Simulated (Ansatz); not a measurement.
# Ba2Tl5V3O12 (P-42m) in Ansatz: convergence with wavefunction cutoff

Aim: find how far wavefunction cutoff must go before the results for Ba2Tl5V3O12 settle, at PBE. This setting moves, with any that are tied to it; all else stays.

Program: Ansatz 0.2.0. These are calculated values, not measurements. Logs are shortened: lines on timing, memory, paths and dates and some standing lists are left out, and cuts for length are marked.

**1. Starting point**

It takes space group P-42m (No. 111, tetragonal). Conventional cell: a = 10.975 Å, b = 10.975 Å, c = 6.604 Å, α = 90.00°, β = 90.00°, γ = 90.00°. Ba (site symmetry 222) has 4 O at 2.58 Å as nearest neighbours. Around V (site symmetry -42m) lie 4 O at 1.73 Å. V (site symmetry 222) is surrounded by 4 O at 1.73 Å. Tl (site symmetry -42m) is surrounded by 4 O at 2.65 Å. Tl (site symmetry m) is surrounded by 3 O at 2.50 to 2.65 Å. Around O (site symmetry m) lie 1 V at 1.73 Å. O (site symmetry 1) is surrounded by 1 V at 1.73 Å.

The cell was built by a generator and needn't be a form met in nature.

**2. With wavefunction cutoff 200 eV**

input.yaml

```yaml
crystal:
  lattice:
    - [10.97457, 0.0, 0.0]
    - [0.0, 10.97457, 0.0]
    - [0.0, 0.0, 6.604]
  atoms:
    - { symbol: Ba, position: [0.0, 0.5, 0.0] }
    - { symbol: Ba, position: [0.5, 0.0, 0.0] }
    - { symbol: V, position: [0.5, 0.5, 0.0], spin: 2.0 }
    - { symbol: V, position: [0.5, 0.0, 0.5], spin: 2.0 }
    - { symbol: V, position: [0.0, 0.5, 0.5], spin: 2.0 }
    - { symbol: Tl, position: [0.5, 0.5, 0.5] }
    - { symbol: Tl, position: [0.7126, 0.2874, 0.40228] }
    - { symbol: Tl, position: [0.2874, 0.7126, 0.40228] }
    - { symbol: Tl, position: [0.7126, 0.7126, 0.59772] }
    - { symbol: Tl, position: [0.2874, 0.2874, 0.59772] }
    - { symbol: O, position: [0.41064, 0.58936, 0.1577] }
    - { symbol: O, position: [0.58936, 0.41064, 0.1577] }
    - { symbol: O, position: [0.58936, 0.58936, 0.8423] }
    - { symbol: O, position: [0.41064, 0.41064, 0.8423] }
    - { symbol: O, position: [0.58661, 0.0857, 0.33378] }
    - { symbol: O, position: [0.41339, 0.0857, 0.66622] }
    - { symbol: O, position: [0.58661, 0.9143, 0.66622] }
    - { symbol: O, position: [0.41339, 0.9143, 0.33378] }
    - { symbol: O, position: [0.0857, 0.58661, 0.33378] }
    - { symbol: O, position: [0.0857, 0.41339, 0.66622] }
    - { symbol: O, position: [0.9143, 0.58661, 0.66622] }
    - { symbol: O, position: [0.9143, 0.41339, 0.33378] }
hamiltonian:
  xc: pbe
  pseudopotentials: { kind: paw }
magnetization:
  spin_polarized: true
kpoints:
  mp_grid: { grid: [2, 2, 3] }
scf:
  occupations: { method: fermi_dirac, width: 0.05 }
output:
  forces: true
  stress: true
  eigenvalues: true
basis:
  ecutwfc: "200 eV"
```

Potentials or basis: Ansatz PAW.

The run is started by

```bash
> ansatz run input.yaml --threads 8 --pin off --max-ram 20480MiB --backend cpu --events-out ev --progress --plain --runs-dir out
```

Run time: 9.3 s. Hardware: 8 threads of Arm Neoverse V2, shared host; peak memory 1.4 GiB.

What came out:

```
Free energy            : -84554.0106 eV
Pressure               : 2.9 GPa
Largest force          : 2.641 eV/Å
Band gap on the k mesh : 2.62 eV, indirect (least direct gap 2.76 eV)
Net moment             : 0.00 μB per cell
Absolute moment        : 0.00 μB per cell
```

**3. With wavefunction cutoff 250 eV**

Edit input.yaml of step 2 so:

```diff
@@ -42,2 +42,2 @@
 basis:
-  ecutwfc: "200 eV"
+  ecutwfc: "250 eV"
```

Potentials or basis: Ansatz PAW.

The run is started by

```bash
> ansatz run input.yaml --threads 8 --pin off --max-ram 20480MiB --backend cpu --events-out ev --progress --plain --runs-dir out
```

Run time: 13 s. Hardware: 8 threads of Arm Neoverse V2, shared host; peak memory 1.8 GiB.

What came out:

| Quantity | Value |
| --- | --- |
| Free energy | -84649.6859 eV |
| Pressure | 1.0 GPa |
| Largest force | 0.469 eV/Å |
| Band gap on the k mesh | 2.61 eV, indirect (least direct gap 2.74 eV) |
| Net moment | 0.00 μB per cell |
| Absolute moment | 0.00 μB per cell |

**4. With wavefunction cutoff 300 eV**

Edit input.yaml of step 3 so:

```diff
@@ -42,2 +42,2 @@
 basis:
-  ecutwfc: "250 eV"
+  ecutwfc: "300 eV"
```

The run is started by

```bash
> ansatz run input.yaml --threads 8 --pin off --max-ram 20480MiB --backend cpu --events-out ev --progress --plain --runs-dir out
```

Run time: 16 s. Hardware: 8 threads of Arm Neoverse V2, shared host; peak memory 2.3 GiB.

Results:

```
Free energy            : -84672.6079 eV
Pressure               : 0.0 GPa
Largest force          : 0.063 eV/Å
Band gap on the k mesh : 2.60 eV, indirect (least direct gap 2.73 eV)
Net moment             : 0.00 μB per cell
Absolute moment        : 0.00 μB per cell
```

**5. With wavefunction cutoff 350 eV**

Edit input.yaml of step 4 so:

```diff
@@ -42,2 +42,2 @@
 basis:
-  ecutwfc: "300 eV"
+  ecutwfc: "350 eV"
```

The run is started by

```bash
> ansatz run input.yaml --threads 8 --pin off --max-ram 20480MiB --backend cpu --events-out ev --progress --plain --runs-dir out
```

Wall time 22 s (8 threads of Arm Neoverse V2, shared host); peak memory 2.8 GiB.

Results:

```
Free energy            : -84677.5987 eV
Pressure               : 0.0 GPa
Largest force          : 0.023 eV/Å
Band gap on the k mesh : 2.60 eV, indirect (least direct gap 2.73 eV)
Net moment             : 0.00 μB per cell
Absolute moment        : 0.00 μB per cell
```

**6. With wavefunction cutoff 400 eV**

Edit input.yaml of step 5 so:

```diff
@@ -42,2 +42,2 @@
 basis:
-  ecutwfc: "350 eV"
+  ecutwfc: "400 eV"
```

Potentials or basis: Ansatz PAW.

The run is started by

```bash
> ansatz run input.yaml --threads 8 --pin off --max-ram 20480MiB --backend cpu --events-out ev --progress --plain --runs-dir out
```

Wall time 26 s (8 threads of Arm Neoverse V2, shared host); peak memory 3.2 GiB.

The run converged. Its results:

```
Free energy            : -84678.5807 eV
Pressure               : 0.0 GPa
Largest force          : 0.004 eV/Å
Band gap on the k mesh : 2.60 eV, indirect (least direct gap 2.73 eV)
Net moment             : 0.00 μB per cell
Absolute moment        : 0.00 μB per cell
```

**7. With wavefunction cutoff 450 eV**

Edit input.yaml of step 6 so:

```diff
@@ -42,2 +42,2 @@
 basis:
-  ecutwfc: "400 eV"
+  ecutwfc: "450 eV"
```

The run is started by

```bash
> ansatz run input.yaml --threads 8 --pin off --max-ram 20480MiB --backend cpu --events-out ev --progress --plain --runs-dir out
```

It took 30 s on 8 threads of Arm Neoverse V2, shared host; peak memory 3.8 GiB.

Results (log left out):

```yaml
Free_energy: -84678.7408 eV
Pressure: 0.0 GPa
Largest_force: 0.005 eV/Å
Band_gap_on_the_k_mesh: 2.60 eV, indirect (least direct gap 2.73 eV)
Net_moment: 0.00 μB per cell
Absolute_moment: 0.00 μB per cell
```

**8. With wavefunction cutoff 500 eV**

Edit input.yaml of step 7 so:

```diff
@@ -42,2 +42,2 @@
 basis:
-  ecutwfc: "450 eV"
+  ecutwfc: "500 eV"
```

The run is started by

```bash
> ansatz run input.yaml --threads 8 --pin off --max-ram 20480MiB --backend cpu --events-out ev --progress --plain --runs-dir out
```

Wall time 38 s (8 threads of Arm Neoverse V2, shared host); peak memory 4.3 GiB.

Results (log left out):

| Property | Result |
| --- | --- |
| Free energy | -84678.7582 eV |
| Pressure | 0.0 GPa |
| Largest force | 0.005 eV/Å |
| Band gap on the k mesh | 2.60 eV, indirect (least direct gap 2.73 eV) |
| Net moment | 0.00 μB per cell |
| Absolute moment | 0.00 μB per cell |

**9. With wavefunction cutoff 600 eV**

Edit input.yaml of step 8 so:

```diff
@@ -42,2 +42,2 @@
 basis:
-  ecutwfc: "500 eV"
+  ecutwfc: "600 eV"
```

Potentials or basis: Ansatz PAW.

The run is started by

```bash
> ansatz run input.yaml --threads 8 --pin off --max-ram 20480MiB --backend cpu --events-out ev --progress --plain --runs-dir out
```

Run time: 45 s. Hardware: 8 threads of Arm Neoverse V2, shared host; peak memory 5.5 GiB.

It converged, with:

```
Free energy            : -84678.7687 eV
Pressure               : 0.0 GPa
Largest force          : 0.006 eV/Å
Band gap on the k mesh : 2.60 eV, indirect (least direct gap 2.73 eV)
Net moment             : 0.00 μB per cell
Absolute moment        : 0.00 μB per cell
```

**10. With wavefunction cutoff 800 eV**

Edit input.yaml of step 9 so:

```diff
@@ -42,2 +42,2 @@
 basis:
-  ecutwfc: "600 eV"
+  ecutwfc: "800 eV"
```

Potentials or basis: Ansatz PAW.

The run is started by

```bash
> ansatz run input.yaml --threads 8 --pin off --max-ram 20480MiB --backend cpu --events-out ev --progress --plain --runs-dir out
```

Log:

```text
Warning: RAYON_NUM_THREADS=8 ignored (pool sized by the plan → 8); use --threads N
Engine: ansatz 0.2.0, aarch64-unknown-linux-gnu
Pseudopotentials: kind: paw
Pseudopotential: Ba, paw, valence charge 10, recommended cutoff 420 eV (normal), Ba.paw.azcp
[... 101 lines left out ...]
       -0.000000       0.000000      -0.007152
  P = ⅓ Tr σ = 0.0233 GPa (0.233 kbar)
--- Band table (eV; the first three rows and the last of 12) ---
  k-point 0 ↑: bands = ["-62.8324", "-62.8324", "-62.5025", "-36.8282", "-36.8282", "-36.7628", "-36.7628", "-36.7580", "-36.7580", "-36.4599", "-36.4282", "-36.4282", "-25.1113", "-25.1113", "-15.6108", "-15.5940", "-15.4168", "-15.4017", "-15.2892", "-15.2618", "-15.2618", "-15.2431", "-15.2431", "-14.8463", "-14.8463", "-14.8361", "-10.3856", "-10.3856", "-10.3434", "-10.3434", "-9.9790", "-9.9578", "-9.1155", "-8.9296", "-8.9189", "-8.8437", "-8.8437", "-8.8182", "-8.8182", "-8.8039", "-8.8013", "-8.7462", "-8.7462", "-8.7335", "-8.7121", "-8.6737", "-8.6511", "-8.6511", "-8.6503", "-8.6300", "-8.6240", "-8.6240", "-8.6114", "-8.5928", "-8.5928", "-8.5581", "-8.5466", "-4.4516", "-3.7888", "-3.7888", "-3.4566", "-3.3471", "-2.7301", "-2.2739", "-2.2739", "-2.1248", "-1.9952", "-1.9952", "-1.8835", "-1.7886", "-1.7725", "-1.7136", "-1.6692", "-1.5150", "-1.3750", "-1.3236", "-1.3008", "-1.3008", "-1.0941", "-1.0941", "-1.0667", "-1.0667", "-0.8419", "-0.7754", "-0.4517", "-0.3647", "-0.3647", "-0.1210", "-0.1210", "0.0783", "0.0790", "0.0813", "0.1660", "0.1660", "0.5023", "0.5744", "0.5857", "0.5857", "3.6874", "3.6874", "3.9644", "4.0232", "4.2856", "4.3050", "4.4954", "4.6187", "4.6436", "4.8635", "4.9198", "4.9603", "4.9922", "4.9922", "5.1866", "5.2669", "5.5109", "5.8124", "5.8519", "5.8519", "6.0393", "6.0393", "6.3596", "6.3861", "6.3895"]
  k-point 1 ↑: bands = ["-62.8324", "-62.8324", "-62.5025", "-36.8283", "-36.8283", "-36.7628", "-36.7628", "-36.7579", "-36.7579", "-36.4599", "-36.4282", "-36.4282", "-25.1082", "-25.1082", "-15.8433", "-15.8291", "-15.2664", "-15.2631", "-15.2631", "-15.2438", "-15.2438", "-15.1760", "-15.1613", "-14.8619", "-14.8460", "-14.8460", "-10.3827", "-10.3827", "-10.3401", "-10.3401", "-9.9828", "-9.9606", "-9.1173", "-8.9284", "-8.9175", "-8.8435", "-8.8435", "-8.8185", "-8.8185", "-8.8053", "-8.7986", "-8.7463", "-8.7463", "-8.7364", "-8.7105", "-8.6656", "-8.6522", "-8.6520", "-8.6520", "-8.6322", "-8.6245", "-8.6245", "-8.6092", "-8.5915", "-8.5915", "-8.5620", "-8.5440", "-4.4730", "-3.7633", "-3.7633", "-3.5250", "-3.1031", "-2.4306", "-2.3285", "-2.3285", "-2.1871", "-2.0498", "-2.0498", "-1.9756", "-1.9406", "-1.7489", "-1.7220", "-1.5078", "-1.4907", "-1.4096", "-1.4096", "-1.3710", "-1.2640", "-1.2208", "-1.1295", "-0.9113", "-0.9113", "-0.8574", "-0.8574", "-0.5468", "-0.5468", "-0.5381", "-0.2893", "-0.2893", "0.0090", "0.0478", "0.2460", "0.3921", "0.3921", "0.5221", "0.5221", "0.5458", "0.7317", "3.6648", "3.6648", "3.7866", "4.1262", "4.1750", "4.3730", "4.4928", "4.6363", "4.6373", "4.7279", "4.7279", "4.7441", "5.0317", "5.2191", "5.2787", "5.4930", "5.6062", "5.8208", "5.8208", "5.8714", "5.9366", "6.0245", "6.0245", "6.2823", "6.3915"]
  k-point 2 ↑: bands = ["-62.8324", "-62.8324", "-62.5025", "-36.8282", "-36.8282", "-36.7628", "-36.7628", "-36.7580", "-36.7580", "-36.4599", "-36.4282", "-36.4282", "-25.1113", "-25.1113", "-15.6026", "-15.6024", "-15.4097", "-15.4097", "-15.2936", "-15.2550", "-15.2507", "-15.2494", "-15.2492", "-14.8465", "-14.8464", "-14.8360", "-10.3856", "-10.3856", "-10.3435", "-10.3435", "-9.9685", "-9.9684", "-9.1160", "-8.9292", "-8.9189", "-8.8438", "-8.8437", "-8.8185", "-8.8173", "-8.8035", "-8.8022", "-8.7478", "-8.7437", "-8.7356", "-8.7108", "-8.6717", "-8.6528", "-8.6520", "-8.6481", "-8.6315", "-8.6266", "-8.6213", "-8.6105", "-8.5939", "-8.5872", "-8.5565", "-8.5540", "-4.4403", "-3.8450", "-3.7555", "-3.5118", "-3.3018", "-2.5715", "-2.4992", "-2.1428", "-2.1341", "-2.1052", "-1.9378", "-1.8403", "-1.7903", "-1.7226", "-1.6958", "-1.6229", "-1.5052", "-1.4648", "-1.4445", "-1.3324", "-1.1654", "-1.1495", "-1.1437", "-1.1014", "-1.0891", "-0.7690", "-0.5778", "-0.4954", "-0.4598", "-0.3344", "-0.2853", "-0.1280", "0.0804", "0.0833", "0.0983", "0.1641", "0.3806", "0.4375", "0.5137", "0.5674", "0.6156", "3.5210", "3.8098", "4.0917", "4.1671", "4.3092", "4.3781", "4.4400", "4.5551", "4.7252", "4.8131", "4.8638", "4.9023", "5.0125", "5.0845", "5.1368", "5.1798", "5.1804", "5.8077", "5.9037", "6.0516", "6.0920", "6.1684", "6.2748", "6.3105", "6.4291"]
  k-point 5 ↓: bands = ["-62.8323", "-62.8323", "-62.5025", "-36.8283", "-36.8283", "-36.7628", "-36.7628", "-36.7579", "-36.7579", "-36.4599", "-36.4282", "-36.4282", "-25.1082", "-25.1082", "-15.8363", "-15.8363", "-15.2797", "-15.2643", "-15.2481", "-15.2438", "-15.2410", "-15.1702", "-15.1702", "-14.8615", "-14.8461", "-14.8461", "-10.3843", "-10.3810", "-10.3410", "-10.3392", "-9.9717", "-9.9717", "-9.1174", "-8.9287", "-8.9184", "-8.8435", "-8.8435", "-8.8175", "-8.8175", "-8.8049", "-8.8002", "-8.7460", "-8.7460", "-8.7375", "-8.7093", "-8.6648", "-8.6579", "-8.6520", "-8.6520", "-8.6326", "-8.6192", "-8.6192", "-8.6098", "-8.5892", "-8.5892", "-8.5622", "-8.5530", "-4.4802", "-3.7461", "-3.7461", "-3.5608", "-3.1148", "-2.4025", "-2.2857", "-2.2857", "-2.2701", "-2.0645", "-1.9856", "-1.8774", "-1.8774", "-1.7578", "-1.7578", "-1.6104", "-1.5822", "-1.5822", "-1.3896", "-1.3279", "-1.3279", "-1.0986", "-1.0186", "-0.9297", "-0.8547", "-0.8547", "-0.8252", "-0.7587", "-0.6971", "-0.4298", "-0.2061", "-0.0249", "-0.0249", "0.1111", "0.1111", "0.1506", "0.4052", "0.4052", "0.5481", "0.5858", "0.9181", "3.6508", "3.6508", "4.1260", "4.2390", "4.2390", "4.3609", "4.4218", "4.4218", "4.6182", "4.6182", "4.6637", "4.7037", "5.0494", "5.1654", "5.1654", "5.5566", "5.6720", "5.6720", "5.6910", "5.8939", "6.1102", "6.1404", "6.1404", "6.2410", "6.3225"]
```

It took 72 s on 8 threads of Arm Neoverse V2, shared host; peak memory 8.3 GiB.

Results:

```yaml
Free_energy: -84678.7754 eV
Pressure: 0.0 GPa
Largest_force: 0.007 eV/Å
Band_gap_on_the_k_mesh: 2.60 eV, indirect (least direct gap 2.73 eV)
Net_moment: 0.00 μB per cell
Absolute_moment: 0.00 μB per cell
```

**11. Result**

| wavefunction cutoff | energy less the tightest run, at zero smearing (meV/atom) | pressure (GPa) | largest force (eV/Å) | gap on the mesh (eV) | SCF cycles | CPU time (s) | peak memory (GiB) |
| --- | --- | --- | --- | --- | --- | --- | --- |
| 200 eV | 5671.13 | 2.93 | 2.641 | 2.615 | 13 | 67 | 1.4 |
| 250 eV | 1322.25 | 1.00 | 0.469 | 2.606 | 15 | 96 | 1.8 |
| 300 eV | 280.34 | 0.03 | 0.063 | 2.601 | 16 | 120 | 2.3 |
| 350 eV | 53.48 | -0.02 | 0.023 | 2.603 | 16 | 170 | 2.8 |
| 400 eV | 8.85 | 0.02 | 0.004 | 2.603 | 16 | 200 | 3.2 |
| 450 eV | 1.57 | 0.03 | 0.005 | 2.603 | 15 | 230 | 3.8 |
| 500 eV | 0.78 | 0.03 | 0.005 | 2.603 | 15 | 290 | 4.3 |
| 600 eV | 0.30 | 0.02 | 0.006 | 2.603 | 15 | 350 | 5.5 |
| 800 eV | 0.00 | 0.02 | 0.007 | 2.603 | 15 | 540 | 8.3 |

Against the tightest run, the energy stays within 1 meV/atom from 500 eV on; the pressure stays within 0.1 GPa from 300 eV on; the largest force stays within 0.005 eV/Å from 400 eV on; the gap on the mesh stays within 0.01 eV from 250 eV on. The tightest run that finished is the yardstick and may itself not be fully converged.

Caveats: odd divisions of the mesh miss points on the zone boundary, where band edges often lie, so the gap on the mesh can be too wide; spin-orbit coupling is left out, which as a rule narrows the gap of such compounds by several tenths of an eV; the starting moments weren't kept.
